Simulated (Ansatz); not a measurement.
**GaNH6 (SMILES [NH3+][GaH3-]): a rigid scan of the angle H3–N1–H4**

An exercise on one series of results from a longer session: the logs are not shown, and one member is left open.

Program: Ansatz 0.2.0, Gaussian basis. Level of theory: single points in def2-TZVPP. These are calculated values, not measurements.

Levels: PBE-D4, r2SCAN-D4, PBE0-D4, B3LYP-D4, wB97M-V, Hartree-Fock, MP2, CCSD, CCSD(T). The scan takes 90.2, 94.7, 99.2, 103.7, 108.2, 112.7, 117.2, 121.7, 126.2°.

Cores are frozen in the correlated methods. Filled d shells of the heavier atoms are correlated. B3LYP uses VWN-RPA correlation.

35 further runs of the same task are left out: 35 set aside as unsound or not needed.

## Starting geometry

The minimum, relaxed at PBE0-D4: SMILES `[NH3+][GaH3-]`, 8 atoms, charge 0, spin multiplicity 1.

Atoms are counted from 1 here; the program's logs count them from 0.

Bond lengths: N1–Ga2 2.151 Å, N1–H3 1.013 Å, N1–H4 1.013 Å, N1–H5 1.013 Å, Ga2–H6 1.582 Å, Ga2–H7 1.582 Å, Ga2–H8 1.582 Å. Angles: Ga2–N1–H3 110.7°, Ga2–N1–H4 110.7°, Ga2–N1–H5 110.7°, H3–N1–H4 108.2°, H3–N1–H5 108.2°, H4–N1–H5 108.2°, N1–Ga2–H6 98.3°, N1–Ga2–H7 98.3°, N1–Ga2–H8 98.3°, H6–Ga2–H7 118.0°, H6–Ga2–H8 118.0°, H7–Ga2–H8 118.0°.

Geometry (Å):

```xyz
8

N    -0.3133   -0.1536   -0.9702
Ga    0.3672    0.1532    1.0475
H    -0.3345    0.7232   -1.4780
H    -1.2474   -0.5466   -0.9770
H     0.3023   -0.7904   -1.4625
H    -0.7552    1.1645    1.5156
H     1.8002    0.7362    0.7188
H     0.2730   -1.3435    1.5501
```

Energies of the minimum (eV), from earlier single points: PBE-D4 -53956.57693, r2SCAN-D4 -53965.49279, PBE0-D4 -53957.93962, B3LYP-D4 -53968.51741, wB97M-V -53962.65658, CCSD(T) -53925.98595.

At the minimum the angle H3–N1–H4 is 108.2°.

The first run:

The input, ccsdt-tzvpp/in.yaml:

```yaml
crystal:
  periodic: [false, false, false]
  atoms:
    - {symbol: N, position_ang: [-0.313318, -0.153571, -0.970204]}
    - {symbol: Ga, position_ang: [0.367156, 0.153185, 1.047535]}
    - {symbol: H, position_ang: [-0.640093, 0.641415, -1.507065]}
    - {symbol: H, position_ang: [-1.247374, -0.546623, -0.977022]}
    - {symbol: H, position_ang: [0.302322, -0.790420, -1.462549]}
    - {symbol: H, position_ang: [-0.755243, 1.164497, 1.515601]}
    - {symbol: H, position_ang: [1.800225, 0.736159, 0.718800]}
    - {symbol: H, position_ang: [0.273010, -1.343516, 1.550133]}
basis:
  gaussian: {orbitals: def2-TZVPP}
correlation: {method: ccsd_t}
```

No record of the launch command was kept for these runs.

Among the steps run: H3–N1–H4 = 90.2°; H3–N1–H4 = 94.7°; H3–N1–H4 = 99.2°; H3–N1–H4 = 103.7°; H3–N1–H4 = 108.2°; H3–N1–H4 = 112.7°; H3–N1–H4 = 117.2°; H3–N1–H4 = 121.7°; H3–N1–H4 = 126.2°.

One of the session's tables, all rows but one given; the rest of the session is left out.

It belongs to the step «The curves». Energies less that of the minimum at the same level (kcal/mol):

| angle (°) | PBE-D4 | PBE0-D4 | B3LYP-D4 | wB97M-V | Hartree-Fock |
| --- | --- | --- | --- | --- | --- |
| 90.2 | 5.7 | 5.9 | 5.9 | 5.8 | 6.4 |
| 94.7 | 3.2 | 3.3 | 3.3 | 3.2 | 3.6 |
| 99.2 | 1.4 | 1.4 | 1.4 | 1.4 | 1.6 |
| 103.7 | 0.3 | 0.4 | 0.4 | 0.3 | 0.4 |
| 108.2 | 0.0 | 0.0 | 0.0 | 0.0 | 0.0 |
| 108.2 (minimum) | 0.0 | 0.0 | 0.0 | 0.0 | 0.0 |
| 112.7 | 0.3 | 0.4 | 0.4 | 0.4 | 0.4 |
| 117.2 | 1.4 | 1.4 | 1.4 | 1.4 | 1.7 |
| 121.7 | ? | ? | ? | ? | ? |
| 126.2 | 5.3 | 5.5 | 5.6 | 5.5 | 6.4 |

**Question.** Estimate the row for angle (°) = 121.7.

Worked estimate for «PBE-D4». A straight line through the neighbours (117.2, 1.4) and (126.2, 5.3) gives 1.4 + (5.3 − 1.4) × (121.7 − 117.2) / (126.2 − 117.2) = 3.4; a parabola fitted to 3 rows on both sides gives 3.1.

**Answer.** PBE-D4: 3.0; PBE0-D4: 3.1; B3LYP-D4: 3.2; wB97M-V: 3.1; Hartree-Fock: 3.7. In «PBE-D4» the line misses by +0.4 and the parabola by +0.1.

To keep in mind: A polynomial through the near points puts the CCSD(T) minimum 0.3° below the PBE0-D4 value.
